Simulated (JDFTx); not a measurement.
Runs of JDFTx 1.7.0 (patched build) on GaGe. The structure is cubic, space group F-43m (No. 216). The conventional cell has a = 5.796 Å, b = 5.796 Å, c = 5.796 Å, α = 90.00°, β = 90.00°, γ = 90.00°. Ge (site symmetry -43m) has 4 Ga at 2.51 Å as nearest neighbours. Ga (site symmetry -43m) is surrounded by 4 Ge at 2.51 Å. The cell comes from a database or a generator and needn't be the stable form of this composition.

```tsv
potentials or basis	cutoff (eV)	gap on the mesh (eV)	pressure (GPa)	relaxed volume (Å³/atom)
SPMS-PBE-1.0 with smoothed tails	1088	none	0.0	24.23
PseudoDojo-SR-PBE-0.5-standard with smoothed tails	1088	none	0.0	(a)
Ansatz-NC-SR-PBE with smoothed tails	1116	none	0.0	24.18
SG15-PBE-1.2 with smoothed tails	1088	none	0.0	24.11
PseudoDojo-SR-PBE-0.5-stringent with smoothed tails	1687	none	0.0	(b)
```

Alike in all rows: task relaxation of cell and atoms; level PBE; no spin polarisation; cell relaxed; k mesh 4 × 4 × 4; smearing fermi-dirac 0.05 eV; the mesh is coarse, so values aren't converged.

Problem. Fill in the values left out.

Solution. (a) 24.19; (b) 24.15.

Caveats: all runs use coarse meshes.

A k mesh can miss the band edges, and the runs leave out spin-orbit coupling on Ga, Ge.

A gap of «none» marks a metal or a gap under the smearing width.

The runs don't all hold the same shells in valence.
